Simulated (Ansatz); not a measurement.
**InSb3: band structure with PBEsol**

The system is InSb3.

```xyz
4
Lattice="4.8064 0.0000 0.0000 0.0000 4.8064 0.0000 0.0000 0.0000 4.8064" Properties=species:S:1:pos:R:3 pbc="T T T"
Sb    2.4032    2.4032    0.0000
Sb    0.0000    2.4032    2.4032
Sb    2.4032    0.0000    2.4032
In    0.0000    0.0000    0.0000
```

The cell comes from a database or a generator and needn't be the stable form of this composition.

| Item | Value |
| --- | --- |
| Program | Ansatz 0.2.0 |
| Task | band structure |
| Functional | PBEsol |
| Potentials or basis | all-electron LAPW, scalar-relativistic |
| Cutoff | 142 eV (chosen from the basis error) |
| Basis error allowed | 0.002 eV/atom |
| k mesh | 6 × 6 × 6 |
| Occupations | fermi-dirac, width 0.05 eV |
| Spin | no spin polarisation |

```yaml
Pressure: -2.7 GPa
Band_gap_along_the_path: none (metal or under the smearing width)
```

Levels at the corners of the path, in eV from the Fermi level:
```tsv
point	band 43	band 44	band 45	band 46	band 47	band 48
Γ	-3.61	0.43	0.43	0.43	1.72	1.72
X	-2.11	-2.11	-1.12	-0.86	1.98	2.16
M	-1.66	-1.34	-1.11	-1.11	-0.48	1.02
Γ	-3.61	0.43	0.43	0.43	1.72	1.72
R	-4.99	-4.82	3.49	3.49	3.55	3.55
X	-2.11	-2.11	-1.12	-0.86	1.98	2.16
```

It took 15 s on 2 threads of Arm Neoverse V2, with other jobs on the host, peak memory 0.36 GiB.

Caveat: spin-orbit coupling is left out, which moves the levels of the heavy elements.
